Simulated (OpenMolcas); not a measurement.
# Ti²⁺ in KCdF3: CASSCF and CASPT2 levels and susceptibility

Aim: the ligand-field states of Ti²⁺ in this surrounding, its lowest levels with spin-orbit coupling and its magnetic susceptibility.

Program: OpenMolcas 26.06. Level of theory: state-averaged CASSCF and CASPT2, spin-orbit coupling by RASSI with atomic mean-field integrals. These are calculated values, not measurements, unless marked.

**1. What is computed**

* Species: Ti²⁺ (titanium, Z = 22, 20 electrons)
* Basis: ANO-RCC-VDZP [5s4p2d1f], 142 functions with the ligands
* Scalar Hamiltonian: DKH2, point nucleus
* Inactive shells: 1s 2s 2p 3s 3p of the metal, and all ligand shells
* Active space: 2 electrons in 5 orbitals (3d)
* Some configurations of this space: 3d²
* Orbitals: optimised for each spin and parity, averaged over all roots

The outer shells:

3d2
```
3d [↑ ][↑ ][  ][  ][  ]
```

Ti²⁺ is taken with its 6 nearest fluoride ions at 2.116 Å, on the cation site of KCdF3 (a = 4.302 Å). The rest of the host is ab initio model potentials to 7.6 Å, with orthogonalisation functions on the cations behind the ligands, and point charges beyond; the distance is set by hand, nothing relaxes, and no local charge compensation is placed. Ligand basis ANO-RCC-VDZP.

```xyz
15

Ti    0.0000    0.0000    0.0000
F     2.1160    0.0000    0.0000
F     0.0000    2.1160    0.0000
F    -2.1160    0.0000    0.0000
F     0.0000   -2.1160    0.0000
F     0.0000    0.0000    2.1160
F     0.0000    0.0000   -2.1160
K     2.1510   -2.1510   -2.1510
K    -2.1510    2.1510    2.1510
K     2.1510   -2.1510    2.1510
K    -2.1510    2.1510   -2.1510
K     2.1510    2.1510   -2.1510
K    -2.1510   -2.1510    2.1510
K     2.1510    2.1510    2.1510
K    -2.1510   -2.1510   -2.1510
```

The work runs as a chain of OpenMolcas steps in one folder; each step below is one input file. Labels, J, g values, rates, χT and fits are worked out afterwards by a script from the matrices that RASSI stores.

**2. Basis and integrals**

Contents of a.inp:

```
&GATEWAY
Basis set
Ti.ANO-RCC-VDZP.
Ti1 0.0 0.0 0.0 Angstrom
End of basis
Basis set
F.ANO-RCC-VDZP.
L1 2.116000 0.000000 0.000000 Angstrom
L2 0.000000 2.116000 0.000000 Angstrom
L3 0.000000 0.000000 2.116000 Angstrom
End of basis
Basis set
Cd.EMB-AIMP.Lopez-Moraza.11s7p.1s1p.ECP.KCdF3.
PseudoCharge
* 3 symmetry-unique lattice sites within 7.6 angstrom
End of basis
Basis set
K.EMB-AIMP.Lopez-Moraza.0s.0s.ECP.KCdF3.
PseudoCharge
* 16 symmetry-unique lattice sites within 7.6 angstrom
End of basis
Basis set
Cd.EMB-AIMP.Lopez-Moraza.0s.0s.ECP.KCdF3.
PseudoCharge
* 10 symmetry-unique lattice sites within 7.6 angstrom
End of basis
Basis set
F.EMB-AIMP.Lopez-Moraza.0s.0s.ECP.KCdF3.
PseudoCharge
* 27 symmetry-unique lattice sites within 7.6 angstrom
End of basis
Symmetry
XYZ
AngMom=0.0 0.0 0.0
AMFI
RICD
XField
1533 Angstrom 0
* Evjen-weighted lattice charges
&SEWARD
```

Command:

```
> OMP_NUM_THREADS=1 MOLCAS_MEM=2457 MOLCAS_PROJECT=a pymolcas a.inp > a.log
```

**3. CASSCF: triplets, 10 roots**

Contents of a.inp:

```
&RASSCF
FileOrb=start.orb
Symmetry=1
Spin=3
nActEl=2 0 0
Inactive=18 21
Ras2=5 0
CIRoot=10 10 1
SDav=10
CIMx=300
Iter=150 100
PrWF=0.3
OrbListing=Nothing
MaxOrb=0
LevShft=1.0
>>> COPY $Project.JobIph JOB001
```

start.orb holds start orbitals that the driver prepared beforehand, or those of the step before.

**4. Reference wave functions, singlets, 15 roots**

Contents of a.inp:

```
&RASSCF
FileOrb=start.orb
Symmetry=1
Spin=1
nActEl=2 0 0
Inactive=18 21
Ras2=5 0
CIRoot=15 15 1
SDav=15
CIMx=300
Iter=150 100
PrWF=0.3
OrbListing=Nothing
MaxOrb=0
LevShft=1.0
>>> COPY $Project.JobIph JOB002
```

**5. State interaction with spin-orbit coupling**

Contents of a.inp:

```
&RASSI
NrOfJobIphs=2 10 15
1 2 3 4 5 6 7 8 9 10
1 2 3 4 5 6 7 8 9 10 11 12 13 14 15
IphNames
JOB001
JOB002
EJob
SpinOrbit
DIPRint=1.0
SOCoupling=1000.0
Subsets=2
Property=9
'ANGMOM' 1 'ANGMOM' 2 'ANGMOM' 3 'MLTPL  1' 1 'MLTPL  1' 2 'MLTPL  1' 3
'AMFI' 1 'AMFI' 2 'AMFI' 3
SOProperty=3
'ANGMOM' 1 'ANGMOM' 2 'ANGMOM' 3
```

**6. CASPT2: IPEA 0.25, imaginary shift 0.1 (closed shells correlated: 3s 3p of the metal, with ligand shells; the Frozen line counts the rest)**

Contents of a.inp:

```
>>> COPY JOB001 $Project.JobIph
&CASPT2
Multistate=10 1 2 3 4 5 6 7 8 9 10
NoMult
Frozen=5 6
IPEA=0.25
Imaginary=0.1
MaxIter=60
WThr=0.0 0.3 0.05
PrWF=0.5
NoMix
>>> COPY JOB002 $Project.JobIph
&CASPT2
Multistate=15 1 2 3 4 5 6 7 8 9 10 11 12 13 14 15
NoMult
Frozen=5 6
IPEA=0.25
Imaginary=0.1
MaxIter=60
WThr=0.0 0.3 0.05
PrWF=0.5
NoMix
```

(Steps that only read results are left out.)

**Question.** What will these runs give? Wanted: spin-free ground state; first state of the same spin within the active space; lowest level; next level.

As calculated:

| quantity | value |
| --- | --- |
| method | SS-CASPT2, IPEA 0.25, imaginary shift 0.1 (closed shells correlated: 3s 3p of the metal, with ligand shells; the Frozen line counts the rest) |
| spin-free ground state | 3T1, 3-fold in its orbital part |
| first state of the same spin within the active space | 3T2 at 12900 cm⁻¹ |
| lowest level | 2-fold E, g = 0.00, 0.00, 0.00 |
| next level | 2.3 cm⁻¹ |
| χT at 300 K | 1.09 cm³ K/mol |
| effective moment at 300 K | 2.95 μB |

Cost by method:

```
                                              method  time of its own steps  time with the reference
                                           A. CASSCF                   26 s                     26 s
B. SS-CASPT2, IPEA 0.25, imaginary shift 0.1, +3s 3p                1.9 min                  2.4 min
```

Times are of one thread on a shared host.

The spin-free ground state (3T1) comes to 94 % from free-ion F terms and keeps the highest spin of the shell. χT at 300 K is 1.09, against 1.00 cm³ K/mol for the spin alone, so orbital moment adds to it. A ligand-field fit to the states below 45000 cm-1 gives 10Dq = 14519 cm-1, B = 688 cm-1 and C = 2698 cm-1 (C/B = 3.92), with a deviation of 275 cm-1. CASPT2 does not keep the components of a term degenerate, and the means are used.
